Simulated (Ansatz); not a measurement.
# RbMg3Zn: the cost of one run

Computed with Ansatz 0.2.0 (DFT PBE, scalar-relativistic, plane waves, PAW, unless a step's input says otherwise).

### Step 1. The structure to begin with

It takes space group Pm-3m (No. 221, cubic). Conventional cell: a = 4.658 Å, b = 4.658 Å, c = 4.658 Å, α = 90.00°, β = 90.00°, γ = 90.00°. Rb (site symmetry m-3m) is surrounded by 12 Mg at 3.29 Å. Mg (site symmetry 4/mmm) is surrounded by 2 Zn at 2.33 Å. Around Zn (site symmetry m-3m) lie 6 Mg at 2.33 Å.

Structure file:

```cif
data_structure
_symmetry_space_group_name_H-M 'P 1'
_symmetry_Int_Tables_number 1
_cell_length_a 4.6581
_cell_length_b 4.6581
_cell_length_c 4.6581
_cell_angle_alpha 90.000
_cell_angle_beta 90.000
_cell_angle_gamma 90.000
_cell_volume 101.07
loop_
_atom_site_label
_atom_site_type_symbol
_atom_site_fract_x
_atom_site_fract_y
_atom_site_fract_z
_atom_site_occupancy
Rb1 Rb 0.50000 0.50000 0.50000 1
Mg1 Mg 0.00000 0.50000 0.00000 1
Mg2 Mg 0.00000 0.00000 0.50000 1
Mg3 Mg 0.50000 0.00000 0.00000 1
Zn1 Zn 0.00000 0.00000 0.00000 1
```

Recipe of the guess: species swapped into a database cell of KPdF3 (Pm-3m, No. 221), with Rb on the K sites, Zn on the Pd sites and Mg on the F sites. The dimensions are guesses.

### Step 2. A first look at the guess

input.yaml

```yaml
crystal:
  lattice:
    - [4.65805316, 0.0, 0.0]
    - [0.0, 4.65805316, 0.0]
    - [0.0, 0.0, 4.65805316]
  atoms:
    - { symbol: Rb, position: [0.5, 0.5, 0.5] }
    - { symbol: Mg, position: [0.0, 0.5, 0.0] }
    - { symbol: Mg, position: [0.0, 0.0, 0.5] }
    - { symbol: Mg, position: [0.5, 0.0, 0.0] }
    - { symbol: Zn, position: [0.0, 0.0, 0.0] }
basis:
  ecutwfc: 420
kpoints:
  mp_grid: { grid: [4, 4, 4] }
hamiltonian:
  xc: pbe
scf:
  occupations: { method: gaussian, width: 0.1 }
  lower_state_search: "off"
output:
  forces: true
  stress: true
  eigenvalues: true
```

The run is started by

```bash
$ ansatz run input.yaml --threads 1 --pin off --max-ram 2048MiB --backend cpu --events-out ev --progress --plain --runs-dir out
```

Q: Estimate wall time and peak memory on 1 thread of Arm Neoverse V2, shared host.

About 2.1 s, with a peak of 0.33 GiB.
